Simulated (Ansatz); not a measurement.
Cs, space group I4/mmm: a convergence test of the plane-wave cutoff, run with Ansatz's Python interface.

`ecut_cs.py`:
```python
"""Convergence of Cs with the plane-wave cutoff."""

import ansatz as az
from ase import Atoms
import pandas as pd

atoms = Atoms(
    ["Cs"],
    scaled_positions=[
        [0.0, 0.0, 0.0],
    ],
    cell=[
        [-2.750075, 2.750075, 4.097239],
        [2.750075, -2.750075, 4.097239],
        [2.750075, 2.750075, -4.097239],
    ],
    pbc=True,
)
cell = az.Crystal.from_ase(atoms)

setup = (
    cell.calculation()
    .functional("r2SCAN")
    .kpoints(mesh=(6, 6, 6))
    .occupations("cold")
    .scf(extra_bands=4)
    .forces()
    .stress()
)

rows = []
for value in [250, 350, 450, 550, 650, 750]:
    summary = setup.basis(value).run(threads=1).report
    rows.append((value, summary["free_energy_ev"] / len(summary["lattice"]["sites"]), summary["n_iterations"], sum(summary["stress_gpa"][i][i] for i in range(3)) / 3, max(abs(f) for row in summary["forces_ev_ang"] for f in row), summary["n_pw"]))

table = pd.DataFrame(rows, columns=["cutoff (eV)", "F/atom (eV)", "iterations", "P (GPa)", "max component (eV/A)", "plane waves"])
print(table.round(5).to_string(index=False))

# the last row is the reference
for row in rows[:-1]:
    shift = 1000 * (row[1] - rows[-1][1])
    print(f"{row[0]}: {shift:+.2f} meV/atom" + ("  (within 2 meV)" if abs(shift) < 2 else ""))
```

How fast does the energy converge with the cutoff (threshold 2 meV an atom)?

From 350 eV on it stays within 2 meV an atom of the value at 750 eV; the first row (250 eV) is off by 53.7 meV and the last but one by 0.08 meV. The energy falls steadily, as expected when plane waves are added. The pressure moves from 0.03 to 0.03 GPa (the program's stress holds a Pulay correction, so it settles early).

The run itself:

```console
$ python ecut_cs.py
DeckWarning: basis.ecutwfc = 250 eV is below the records' recommended 500 eV, and the density's cutoff is lower with it unless basis.ecutrho_ratio is high enough to keep the records' density cutoff: compare with a run at a higher cutoff
DeckWarning: basis.ecutwfc = 350 eV is below the records' recommended 500 eV, and the density's cutoff is lower with it unless basis.ecutrho_ratio is high enough to keep the records' density cutoff: compare with a run at a higher cutoff
DeckWarning: basis.ecutwfc = 450 eV is below the records' recommended 500 eV, and the density's cutoff is lower with it unless basis.ecutrho_ratio is high enough to keep the records' density cutoff: compare with a run at a higher cutoff
 cutoff (eV)  F/atom (eV)  iterations  P (GPa)  max component (eV/A)  plane waves
         250  -5685.85914           7  0.03139                   0.0         1131
         350  -5685.91171           7  0.02449                   0.0         1857
         450  -5685.91260           7  0.02604                   0.0         2719
         550  -5685.91268           7  0.02597                   0.0         3631
         650  -5685.91275           7  0.02617                   0.0         4677
         750  -5685.91283           7  0.02624                   0.0         5827
250: +53.69 meV/atom
350: +1.12 meV/atom  (within 2 meV)
450: +0.23 meV/atom  (within 2 meV)
550: +0.15 meV/atom  (within 2 meV)
650: +0.08 meV/atom  (within 2 meV)
```
(Warnings from the package without file and line.)

Reading the output:
- The mesh is modest for a metal, so energies can be off by several to tens of meV an atom and pressures by half a GPa or more; differences at equal mesh fare better.
- Forces vanish by symmetry here and test nothing.
- Pressure is positive in compression.
- This isn't the structure that Cs takes at ambient conditions.
- Shifts are counted from the last row, which is itself no proven limit.
- It ran for 38 s on 1 thread of Intel(R) Xeon(R) Processor @ 2.30GHz (shared host), peak memory 1.4 GiB.
